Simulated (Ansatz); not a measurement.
# KPrI4: the cost of one run

Program: Ansatz 0.2.0. Level of theory: DFT PBE, scalar-relativistic, plane waves, PAW; 4f electrons in the core of a trivalent norm-conserving potential, unless a step names another level. These are calculated values, not measurements.

3 further runs of the same task are left out: 3 that didn't finish. Runs told in other sessions of the task aren't counted.

## 1. The starting structure

It takes space group P2/m (No. 10, monoclinic). Conventional cell: a = 7.684 Å, b = 4.787 Å, c = 8.384 Å, α = 90.00°, β = 93.18°, γ = 90.00°. K (site symmetry 2/m) is surrounded by 6 I at 3.48 to 3.81 Å. Around Pr (site symmetry 2/m) lie 6 I at 3.10 to 3.21 Å. Around I (site symmetry m) lie 1 Pr at 3.10 Å and 2 K at 3.48 Å. Around I (site symmetry m) lie 2 Pr at 3.21 Å and 1 K at 3.81 Å.

Coordinates:

```xyz
6
Lattice="7.6832 0.0000 -0.0711 0.0000 4.7865 0.0000 -0.3877 0.0000 8.3747" Properties=species:S:1:pos:R:3 pbc="T T T"
K     0.0000    0.0000    0.0000
Pr    3.6477    2.3933    4.1518
I     2.0206    2.3933    1.5153
I     5.2749    2.3933    6.7883
I     5.4641    0.0000    3.0253
I     1.8314    0.0000    5.2783
```

It came out lowest among 16 distinct ends of the trial cells. At a tolerance of 0.02 Å it has space group P2/m (No. 10).

## 2. A stricter relaxation, on the response runs' mesh and smearing

File input.yaml:

```yaml
crystal:
  lattice:
    - [7.6831996047, 0.0, -0.0711133824]
    - [0.0, 4.7865194551, 0.0]
    - [-0.3877229939, 0.0, 8.3747124952]
  atoms:
    - { symbol: K, position: [0.0, 0.0, 0.0] }
    - { symbol: Pr, position: [0.5, 0.5, 0.5] }
    - { symbol: I, position: [0.2722378285, 0.5, 0.1832551101] }
    - { symbol: I, position: [0.7277621715, 0.5, 0.8167448899] }
    - { symbol: I, position: [0.7297176433, 0.0, 0.3674395991] }
    - { symbol: I, position: [0.2702823567, 0.0, 0.6325604009] }
basis:
  ecutwfc: 660
kpoints:
  mp_grid: { grid: [4, 6, 4] }
hamiltonian:
  xc: pbe
  pseudopotentials:
    kind: paw
    azcp: { Pr: "pseudopotentials/pbe/nc/lanthanide_3plus/Pr.nc.azcp" }
scf:
  occupations: { method: fixed }
output:
  forces: true
  stress: true
  eigenvalues: true
  write_density: true
  write_potential: true
  elf: true
  volumetric_format: npy
relax:
  adjacent_minimum: "off"
  f_tol: 0.001
  max_steps: 60
  cell: { stress_tol: 0.01 }
```

The run is started by

```sh
> ansatz run input.yaml --threads 3 --pin off --max-ram 8448MiB --backend cpu --events-out ev --progress --plain --runs-dir out
```

What time and memory should one allow on 3 threads of Intel Xeon Platinum 8488C (Sapphire Rapids), shared host?

About 3.2 min, with a peak of 1.5 GiB.
